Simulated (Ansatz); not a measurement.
**Be2Ge: a single-point run**

Aim: a sound single-point run of Be2Ge. The structure is shown as the input types it. The cell is built on a prototype (antifluorite) and needn't be the phase found in nature.

Computed with Ansatz 0.2.0 (density functional or hybrid calculation with the settings of its input, plane waves (as first typed), unless a step's input says otherwise).

5 further runs of the same task are left out: 1 for a known fault of the program, 4 that didn't finish.

**1. The structure to begin with**

The structure is cubic, space group Fm-3m (No. 225). The conventional cell has a = 5.357 Å, b = 5.357 Å, c = 5.357 Å, α = 90.00°, β = 90.00°, γ = 90.00°. Around Ge (site symmetry m-3m) lie 8 Be at 2.32 Å. Be (site symmetry -43m) is surrounded by 4 Ge at 2.32 Å.

The input asks for a charge of +1 e on the cell.

As a file:

```
CELL_PARAMETERS angstrom
0.00000 2.67830 2.67830
2.67830 0.00000 2.67830
2.67830 2.67830 0.00000
ATOMIC_POSITIONS crystal
Ge 0.00000 0.00000 0.00000
Be 0.25000 0.25000 0.25000
Be 0.75000 0.75000 0.75000
```

**2. Input and run**

The input, input.yaml:

```yaml
crystal:
  lattice:
    - [0.0, 2.6783040144, 2.6783040144]
    - [2.6783040144, 0.0, 2.6783040144]
    - [2.6783040144, 2.6783040144, 0.0]
  atoms:
    - { symbol: Ge, position: [0.0, 0.0, 0.0] }
    - { symbol: Be, position: [0.25, 0.25, 0.25] }
    - { symbol: Be, position: [0.75, 0.75, 0.75] }
kpoints:
  mp_grid: { grid: [6, 6, 6] }
hamiltonian:
  xc: pbesol
scf:
  occupations: { method: fermi_dirac, width: 0.02 }
  n_extra_bands: 4
  max_iter: 54
output:
  forces: true
  stress: true
  eigenvalues: true
total_charge: 1
```

The run is started by

```
$ ansatz run input.yaml --threads 4 --pin off --max-ram 3686MiB --backend cpu --events-out ev --progress --plain --runs-dir out
```

**Question.** How will this run end, and is anything wrong with its input?

This run ends as converged. It gives a pressure of 18 GPa, which is large; a structure far from rest gives such values too, whatever the setting.

In the input, total_charge is 1. With this charge the calculation describes a differently charged system.

The test: delete total_charge (the default then holds).
